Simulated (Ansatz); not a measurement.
# C2H7ClFNSi2: one species, many methods

An exercise on one series of results from a longer session: the logs are not shown, and one member is left open.

The runs use Ansatz 0.2.0, Gaussian basis; functionals in def2-TZVPP, the program's frozen cores in correlated methods.

The runs, in order: PBE-D4, r2SCAN-D4, PBE0-D4, B3LYP-D4, ωB97X-V, ωB97M-V, B2PLYP; CCSD(T)/def2-TZVPP; MP2/def2-QZVPP; extrapolation to the limit.

### The relaxed structure

The geometry comes from an earlier relaxation with PBE0-D4 in a triple-zeta def2 set; it is a stationary point, not always the lowest conformer.

14 atoms, charge 0, spin multiplicity 1.

Atoms are counted from 1 here; the program's logs count them from 0.

Bond lengths: C1–C2 1.331 Å, C1–H8 1.087 Å, C1–H9 1.086 Å, C2–Si3 1.844 Å, C2–H10 1.088 Å, Si3–F4 1.600 Å, Si3–N5 1.719 Å, Si3–H11 1.481 Å, N5–Si6 1.712 Å, N5–H12 1.012 Å, Si6–Cl7 2.063 Å, Si6–H13 1.479 Å, Si6–H14 1.476 Å. Angles: C2–C1–H8 121.7°, C2–C1–H9 122.4°, H8–C1–H9 116.0°, C1–C2–Si3 120.9°, C1–C2–H10 118.6°, Si3–C2–H10 120.5°, C2–Si3–F4 110.4°, C2–Si3–N5 109.7°, C2–Si3–H11 111.0°, F4–Si3–N5 108.4°, F4–Si3–H11 105.9°, N5–Si3–H11 111.4°, Si3–N5–Si6 128.4°, Si3–N5–H12 115.9°, Si6–N5–H12 114.8°, N5–Si6–Cl7 113.0°, N5–Si6–H13 108.8°, N5–Si6–H14 110.0° and more.

Geometry (Å):

```
C     0.0125    0.0185   -2.3589
C    -0.7319    0.2231   -1.2749
Si   -0.1516    1.3330    0.0781
F    -1.2834    2.4021    0.4480
N     0.1954    0.4041    1.4827
Si    0.2008   -1.2991    1.6562
Cl    1.9168   -2.1776    0.9220
H     0.9775    0.5016   -2.4880
H    -0.3019   -0.6386   -3.1645
H    -1.6923   -0.2831   -1.1995
H     1.0258    2.1225   -0.3523
H     0.6075    0.9103    2.2558
H     0.1467   -1.6309    3.0965
H    -0.9222   -1.8861    0.8987
```

Set-up of the first run:

in.yaml

```yaml
crystal:
  periodic: [false, false, false]
  atoms:
    - {symbol: C, position_ang: [0.012503, 0.018520, -2.358858]}
    - {symbol: C, position_ang: [-0.731850, 0.223129, -1.274880]}
    - {symbol: Si, position_ang: [-0.151566, 1.333011, 0.078096]}
    - {symbol: F, position_ang: [-1.283386, 2.402119, 0.448025]}
    - {symbol: N, position_ang: [0.195426, 0.404124, 1.482705]}
    - {symbol: Si, position_ang: [0.200834, -1.299053, 1.656189]}
    - {symbol: Cl, position_ang: [1.916828, -2.177552, 0.922012]}
    - {symbol: H, position_ang: [0.977547, 0.501617, -2.488020]}
    - {symbol: H, position_ang: [-0.301861, -0.638556, -3.164489]}
    - {symbol: H, position_ang: [-1.692268, -0.283116, -1.199500]}
    - {symbol: H, position_ang: [1.025787, 2.122517, -0.352301]}
    - {symbol: H, position_ang: [0.607499, 0.910317, 2.255807]}
    - {symbol: H, position_ang: [0.146688, -1.630930, 3.096548]}
    - {symbol: H, position_ang: [-0.922161, -1.886137, 0.898666]}
basis:
  gaussian: {orbitals: def2-TZVPP}
hamiltonian: {xc: pbe, dispersion: d4}
output: {forces: true, orbitals: {seedname: orbitals}}
```

On the command line:

```console
$ ansatz run in.yaml --threads 2 --pin off --events-out ev --progress --plain --max-ram 22528MiB --backend cuda --devices 0, --max-vram 18GiB
```

Among the steps run: PBE-D4 (GGA); r2SCAN-D4 (meta-GGA); PBE0-D4 (hybrid); B3LYP-D4 (hybrid); ωB97X-V (range-separated); ωB97M-V (range-separated); B2PLYP (double hybrid); CCSD(T) in def2-TZVPP; MP2 in def2-QZVPP.

One of the session's tables, all rows but one given; the rest of the session is left out.

| method | atomisation energy (kJ/mol) |
| --- | --- |
| PBE-D4 | 5395.2 |
| r2SCAN-D4 | 5335.6 |
| PBE0-D4 | 5319.0 |
| B3LYP-D4 | 5326.9 |
| ωB97X-V | 5358.4 |
| ωB97M-V | 5357.6 |
| B2PLYP | 5271.2 |
| HF/def2-TZVPP | 3949.3 |
| MP2/def2-TZVPP | 5288.5 |
| CCSD/def2-TZVPP | 5111.4 |
| CCSD(T)/def2-TZVPP | 5189.2 |
| MP2/CBS | ? |
| CCSD(T)/CBS | 5345.6 |

Estimate the missing values for MP2/CBS.

The run gave: atomisation energy (kJ/mol): 5444.9. In the column «atomisation energy (kJ/mol)» it is the highest.

To keep in mind: Free atoms (2 C, 2 Si, 1 F, 1 N, 1 Cl, 7 H) were run apart at each level; the atomisation energy is their sum less the molecule, without zero-point or spin-orbit terms.
